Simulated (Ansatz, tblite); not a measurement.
**2x3x3 LiCl rock-salt block (Li₉Cl₉): rung by rung**

How do method and basis change the picture of 2x3x3 LiCl rock-salt block (Li₉Cl₉) (singlet)?

The runs use Ansatz 0.2.0, Gaussian basis; as each input shows.

Plan: GFN1-xTB, GFN2-xTB, PBE-D4/def2-TZVP, r2SCAN-D4/def2-TZVP, r2SCAN0-D4/def2-TZVP, BLYP-D4/def2-TZVP, PBE-D4/def2-SVP, PBE0-D4/def2-SVP, HF/STO-3G, HF/6-31G, B3LYP-D4/6-31G, MP2/def2-SVP.

## 1. The geometry

The singlet was relaxed beforehand with PBE-D4/def2-SVP.

18 atoms, charge 0, spin multiplicity 1.

Bond lengths: Li1–Cl2 2.306 Å, Li1–Cl4 2.306 Å, Li1–Cl10 2.258 Å, Cl2–Li3 2.306 Å, Cl2–Li5 2.552 Å, Cl2–Li11 2.563 Å, Li3–Cl6 2.306 Å, Li3–Cl12 2.258 Å, Cl4–Li5 2.552 Å, Cl4–Li7 2.306 Å, Cl4–Li13 2.563 Å, Li5–Cl6 2.552 Å, Li5–Cl8 2.552 Å, Li5–Cl14 2.499 Å, Cl6–Li9 2.306 Å, Cl6–Li15 2.563 Å, Li7–Cl8 2.306 Å, Li7–Cl16 2.258 Å and more. Angles: Cl2–Li1–Cl4 102.8°, Cl2–Li1–Cl10 107.1°, Cl4–Li1–Cl10 107.1°, Li1–Cl2–Li3 148.7°, Li1–Cl2–Li5 81.1°, Li1–Cl2–Li11 76.2°, Li3–Cl2–Li5 81.1°, Li3–Cl2–Li11 76.2°, Li5–Cl2–Li11 83.0°, Cl2–Li3–Cl6 102.8°, Cl2–Li3–Cl12 107.1°, Cl6–Li3–Cl12 107.1°, Li1–Cl4–Li5 81.1°, Li1–Cl4–Li7 148.7°, Li1–Cl4–Li13 76.2°, Li5–Cl4–Li7 81.1°, Li5–Cl4–Li13 83.0°, Li7–Cl4–Li13 76.2° and more.

Geometry (Å):

```
Li   -0.9265   -2.2188   -2.2219
Cl   -1.4561   -2.5478   -0.0020
Li   -0.9286   -2.2211    2.2188
Cl   -1.4538    0.0020   -2.5490
Li   -1.3232    0.0006   -0.0006
Cl   -1.4562   -0.0006    2.5477
Li   -0.9245    2.2219   -2.2196
Cl   -1.4538    2.5491    0.0007
Li   -0.9265    2.2196    2.2211
Cl    1.3170   -2.4027   -2.4040
Li    1.1003   -2.3672   -0.0007
Cl    1.3147   -2.4052    2.4027
Li    1.1025    0.0007   -2.3662
Cl    1.1758   -0.0005    0.0005
Li    1.1003   -0.0017    2.3672
Cl    1.3191    2.4039   -2.4015
Li    1.1025    2.3662    0.0018
Cl    1.3169    2.4015    2.4053
```

PBE0-D4/def2-TZVP was run before; its log isn't repeated, and its numbers join the tables.

## 2. GFN1-xTB

Tight binding, by tblite at 300 K electronic temperature and without a spin-polarisation term:

```python
tblite.interface.Calculator('GFN1-xTB', numbers, positions, charge=0, uhf=0).singlepoint()
```

Energy -1155.6336 eV, HOMO -12.70 eV, LUMO -7.65 eV; 0.021 s.

## 3. GFN2-xTB

Tight binding, by tblite at 300 K electronic temperature and without a spin-polarisation term:

```python
tblite.interface.Calculator('GFN2-xTB', numbers, positions, charge=0, uhf=0).singlepoint()
```

Energy -1212.8433 eV, HOMO -11.24 eV, LUMO -6.37 eV; 0.029 s.

## 4. PBE-D4/def2-TZVP

start.molden holds the orbitals of an earlier run on this state, given as this run's starting guess.

Input file in.yaml:

```yaml
crystal:
  periodic: [false, false, false]
  atoms:
    - {symbol: Li, position_ang: [-0.926529, -2.218763, -2.221909]}
    - {symbol: Cl, position_ang: [-1.456093, -2.547756, -0.001988]}
    - {symbol: Li, position_ang: [-0.928619, -2.221059, 2.218778]}
    - {symbol: Cl, position_ang: [-1.453822, 0.001977, -2.549025]}
    - {symbol: Li, position_ang: [-1.323172, 0.000601, -0.000628]}
    - {symbol: Cl, position_ang: [-1.456160, -0.000627, 2.547672]}
    - {symbol: Li, position_ang: [-0.924539, 2.221908, -2.219603]}
    - {symbol: Cl, position_ang: [-1.453761, 2.549091, 0.000671]}
    - {symbol: Li, position_ang: [-0.926549, 2.219649, 2.221089]}
    - {symbol: Cl, position_ang: [1.316953, -2.402743, -2.404036]}
    - {symbol: Li, position_ang: [1.100332, -2.367198, -0.000749]}
    - {symbol: Cl, position_ang: [1.314701, -2.405153, 2.402702]}
    - {symbol: Li, position_ang: [1.102513, 0.000668, -2.366206]}
    - {symbol: Cl, position_ang: [1.175832, -0.000546, 0.000507]}
    - {symbol: Li, position_ang: [1.100336, -0.001691, 2.367161]}
    - {symbol: Cl, position_ang: [1.319116, 2.403930, -2.401476]}
    - {symbol: Li, position_ang: [1.102503, 2.366175, 0.001774]}
    - {symbol: Cl, position_ang: [1.316939, 2.401527, 2.405256]}
basis:
  gaussian: {orbitals: def2-TZVP, initial_orbitals: start.molden}
hamiltonian: {xc: pbe, dispersion: d4}
scf: {omitted_lower_state_checks: [starts]}
output: {orbitals: {seedname: orbitals}}
```

Started as:

```bash
$ ansatz run in.yaml --threads 4 --pin off --events-out ev --progress --plain --max-ram 9574MiB
```

Further steps of the session: r2SCAN-D4/def2-TZVP; r2SCAN0-D4/def2-TZVP; BLYP-D4/def2-TZVP; PBE-D4/def2-SVP; PBE0-D4/def2-SVP; HF/STO-3G; HF/6-31G; B3LYP-D4/6-31G; MP2/def2-SVP.

Q: Predict the results of all the runs planned. Wanted: gap in def2-TZVP, named functionals, smallest and largest; correlation energy, MP2/def2-SVP; binding an atom, functionals in def2-TZVP; PBE0 total energy, smallest basis above largest.

**Answer**, as computed:

| quantity | value |
| --- | --- |
| gap in def2-TZVP, named functionals, smallest and largest | 5.66 eV (BLYP-D4), 8.34 eV (r2SCAN0-D4) |
| correlation energy, MP2/def2-SVP | -36.34 eV |
| binding an atom, functionals in def2-TZVP | 3.19 (BLYP-D4) to 3.29 eV (r2SCAN-D4) |
| PBE0 total energy, smallest basis above largest | 37.72 eV (def2-SVP, def2-TZVP) |

Orbital gaps of the named functionals in def2-TZVP span 5.66 eV (BLYP-D4) to 8.34 eV (r2SCAN0-D4); exact exchange widens it.
